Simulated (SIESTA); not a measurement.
## MoPt3 under changes of volume

One of the cells (16.071 Å³/atom); the others are scaled copies at fixed shape and fractional positions:

```
Pt Mo
1.0
     4.00588    0.00000    0.00000
     0.00000    4.00588    0.00000
     0.00000    0.00000    4.00588
Pt Mo
3 1
Direct
  0.00000 0.50000 0.50000
  0.50000 0.00000 0.50000
  0.50000 0.50000 0.00000
  0.00000 0.00000 0.00000
```

The cell comes from a database or a generator and needn't be the stable form of this composition.

- Program: SIESTA 5.4.2
- Functional: PBEsol
- Potentials or basis: PseudoDojo 0.4 standard (PBEsol files)
- Basis: DZP (energy shift 0.003 Ry; two zetas on semicore shells)
- Grid cutoff: 800 Ry
- Energy shift: 0.003 Ry
- k mesh: 7 × 7 × 7
- Occupations: fermi-dirac, width 0.05 eV
- Spin: no spin polarisation

```csv
volume (Å³/atom),energy over the lowest point (meV/atom),pressure (GPa)
14.810,?,?
15.125,0.00,1.0
15.440,4.35,-5.1
16.071,45.80,-15.4
16.386,80.09,-19.1
16.701,121.40,-22.7
```

**Question.** What does the run at 14.810 Å³/atom give?

**Answer.** Energy over the lowest point 8.10 meV/atom; pressure 7.6 GPa.

Worked out: A Birch-Murnaghan fit of order 3 (a polynomial in V^(-2/3)) to the other rows has its minimum at 15.17 Å³/atom with B0 = V·E''(V) = 318 GPa and B' = 6.1. It gives 9.02 meV/atom at 14.810 Å³/atom, against the run's 8.10, and -dE/dV = 8.3 GPa, against 7.6.

Energies are extrapolated to zero smearing.

Caveats: short orbitals over semicore shells can move pressures by several GPa; the basis of atomic orbitals isn't converged, which shifts pressures, moduli and gaps.
